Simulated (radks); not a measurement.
# Taking charge from the 2p level of C in fractions

The task here is to estimate one member of a computed series from the others.

The numbers are computed with radks (a radial shooting solver on a logarithmic mesh, Libxc functionals) version 1 (scalar-relativistic Kohn-Sham, PBE, spin-polarised, spherical densities, point nucleus), except any that are marked as measured or tabulated.

## Starting point

* element: carbon (Z = 6)
* charge: 0
* electrons: 6
* configuration: [He] 2s2 2p(up 2, down 0)

A shell typed twice in an input gives spin up, then spin down.

Set-up of the first run:

Settings of this run:

```text
Z 6
configuration [He] 2s2 2p2 2p0
relativity scalar-relativistic
functional pbe,pbe
spin polarised
nucleus point
c 137.035999084
```

Among the steps run: Start: [He] 2s2 2p(up 2, down 0).

One table of the session follows, with a row left open; its other results are not shown here.

It belongs to the step «Start: [He] 2s2 2p(up 2, down 0)». Radial moments (bohr):

```
  level     <r>  outermost maximum (interpolated)  90 % within
  1s up  0.2710                             0.174        0.487
1s down  0.2704                             0.174        0.485
  2s up   1.555                              1.21         2.48
2s down   1.607                              1.22         2.59
  2p up       ?                                 ?            ?
2p down   1.928                              1.23         3.42
```

**Question.** Estimate the row for 2p up.

The run gave: <r>: 1.746; outermost maximum (interpolated): 1.19; 90 % within: 3.01. In the column «<r>» it lies between 2s down (1.607) and 2p down (1.928).
